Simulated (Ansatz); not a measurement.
# Ta2GeO: the cost of one run

Program: Ansatz 0.2.0. Level of theory: DFT PBE, scalar-relativistic, plane waves, PAW. These are calculated values, not measurements.

## Step 1: The structure to begin with

Symmetry: P4/nmm, No. 129, tetragonal system. Conventional cell: a = 3.647 Å, b = 3.647 Å, c = 8.577 Å, α = 90.00°, β = 90.00°, γ = 90.00°. Ta (site symmetry 4mm) is surrounded by 4 O at 2.33 Å and 4 Ge at 2.66 Å. Ta (site symmetry -4m2) has 4 Ta at 2.58 Å and 4 Ge at 2.84 Å as nearest neighbours. Around Ge (site symmetry 4mm) lie 8 Ta at 2.66 to 2.84 Å and 4 O at 2.79 Å. O (site symmetry -4m2) is surrounded by 4 Ta at 2.33 Å and 4 Ge at 2.79 Å.

Coordinates:

```cif
data_structure
_symmetry_space_group_name_H-M 'P4/nmm:1'
_symmetry_Int_Tables_number 129
_cell_length_a 3.6472
_cell_length_b 3.6472
_cell_length_c 8.5771
_cell_angle_alpha 90.000
_cell_angle_beta 90.000
_cell_angle_gamma 90.000
_cell_volume 114.10
loop_
_atom_site_label
_atom_site_type_symbol
_atom_site_symmetry_multiplicity
_atom_site_Wyckoff_symbol
_atom_site_fract_x
_atom_site_fract_y
_atom_site_fract_z
_atom_site_occupancy
Ta1 Ta 2 c 0.50000 0.00000 0.16940 1
Ta2 Ta 2 b 0.00000 0.00000 0.50000 1
Ge1 Ge 2 c 0.50000 0.00000 0.75315 1
O1 O 2 a 0.00000 0.00000 0.00000 1
```

A structure generator made this guess: species swapped into a database cell of LaSb2Au (P4/nmm, No. 129), with Ge on the La sites, Ta on the Sb sites and O on the Au sites. Its size is a rough estimate.

## Step 2: Probe: one point on a coarse mesh

Input file input.yaml:

```yaml
crystal:
  lattice:
    - [3.64724249, 0.0, 0.0]
    - [0.0, 3.64724249, 0.0]
    - [0.0, 0.0, 8.57710446]
  atoms:
    - { symbol: Ta, position: [0.5, 0.0, 0.16940001] }
    - { symbol: Ta, position: [0.0, 0.5, 0.83059999] }
    - { symbol: Ta, position: [0.0, 0.0, 0.5] }
    - { symbol: Ta, position: [0.5, 0.5, 0.5] }
    - { symbol: Ge, position: [0.5, 0.0, 0.75314999] }
    - { symbol: Ge, position: [0.0, 0.5, 0.24685001] }
    - { symbol: O, position: [0.0, 0.0, 0.0] }
    - { symbol: O, position: [0.5, 0.5, 0.0] }
basis:
  ecutwfc: 420
kpoints:
  mp_grid: { grid: [6, 6, 2] }
hamiltonian:
  xc: pbe
scf:
  occupations: { method: gaussian, width: 0.1 }
  lower_state_search: "off"
output:
  forces: true
  stress: true
  eigenvalues: true
```

Command:

```bash
$ ansatz run input.yaml --threads 1 --pin off --max-ram 2560MiB --backend cpu --events-out ev --progress --plain --runs-dir out
```

Q: Estimate wall time and peak memory on 1 thread of Intel Xeon Platinum 8488C (Sapphire Rapids), shared host.

About 7.2 s, with a peak of 0.51 GiB.
